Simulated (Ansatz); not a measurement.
# Chlorine, solid Cl2 (Cmce) under LDA: structure, energy and stiffness

Aim: take chlorine in the solid Cl2 (Cmce) structure, relax it, solve it on a dense k-mesh, then scale the cell to 7 volumes from 88 to 112 % of the relaxed one and try a fit of the equation of state. Spin polarisation is left out. The k-meshes are 5×5×2 for the relaxation; 9×9×4 for the dense run; 9×9×4 for the volumes. The starting cell is the measured one, from the Crystallography Open Database.

Computed with Ansatz 0.2.0 (DFT LDA (PW92), plane waves (420 eV) with PAW, scalar-relativistic; PAW files made under PBE, frozen cores solved again for the functional, unless a step says otherwise).

## Step 1: The structure to begin with

The structure is orthorhombic, space group Cmce (No. 64). Conventional cell: a = 6.145 Å, b = 4.395 Å, c = 8.154 Å, α = 90.00°, β = 90.00°, γ = 90.00°. Cl (site symmetry m) is surrounded by 1 Cl at 1.99 Å.

As a file:

```
Cl
1.0
     3.07265   -2.19770    0.00000
     3.07265    2.19770    0.00000
     0.00000    0.00000    8.15370
Cl
4
Direct
  0.87630 0.12370 0.10250
  0.62370 0.37630 0.60250
  0.12370 0.87630 0.89750
  0.37630 0.62370 0.39750
```

## Step 2: Relaxation of the cell

input.yaml

```yaml
crystal:
  lattice:
    - [3.07265, -2.1977, 0.0]
    - [3.07265, 2.1977, 0.0]
    - [0.0, 0.0, 8.1537]
  atoms:
    - { symbol: Cl, position: [0.8763, 0.1237, 0.1025] }
    - { symbol: Cl, position: [0.6237, 0.3763, 0.6025] }
    - { symbol: Cl, position: [0.1237, 0.8763, 0.8975] }
    - { symbol: Cl, position: [0.3763, 0.6237, 0.3975] }
hamiltonian:
  xc: lda
  pseudopotentials:
    kind: paw
    azcp:
      Cl: "pseudopotentials/Cl.paw.azcp"
basis:
  ecutwfc: 420
  fft_grid_basis: typed
kpoints:
  mp_grid: { grid: [5, 5, 2], shift: [0, 0, 0] }
magnetization:
  spin_polarized: false
scf:
  occupations: { method: fermi_dirac, width: 0.05 }
relax:
  max_steps: 60
  f_tol: 0.01
  cell: {}
output:
  write_density: true
  write_potential: true
  elf: true
  volumetric_format: npy
```

After this run come: The energy on a finer k-mesh; At 88 % of the relaxed volume; At 92 % of the relaxed volume; At 96 % of the relaxed volume; At 100 % of the relaxed volume; At 104 % of the relaxed volume; At 108 % of the relaxed volume; At 112 % of the relaxed volume.

Before running it: what results should come out? Wanted: space group; conventional cell; volume; shortest distance; gap on the mesh; relative to Cl2 molecule; V₀, B₀, B₀′.

As calculated:

| quantity | value |
| --- | --- |
| space group (spins left aside) | Cmce (No. 64) |
| conventional cell | a = 6.181 Å, b = 3.718 Å, c = 7.800 Å |
| volume | 22.406 Å³/atom |
| shortest distance | 2.042 Å |
| against the measured volume | -18.6 % (27.530 Å³/atom) |
| gap on the mesh | 1.87 eV |
| relative to Cl2 molecule | -296 meV/atom |
| V₀, B₀, B₀′ | 22.393 Å³/atom, 48 GPa, 4.6 |

In words: Against experiment, LDA misses the volume by -18.6 %. It lies 296 meV/atom below the element's reference form at the same level (Cl2 molecule, from a run of its own), so this level prefers it, against what is seen in nature. The mesh shows a gap of 1.87 eV. A gap read on the mesh alone is an upper bound to the gap of this level of theory. B₀ comes out at 48 GPa; even scaling stretches the bonds with the cell, so it lies well above the modulus that a cell free to change shape would show. Relaxation kept the symmetry; phonons were not checked.

These are semilocal Kohn-Sham gaps, which aren't the measured quantity. Such gaps usually fall short of the measured ones.
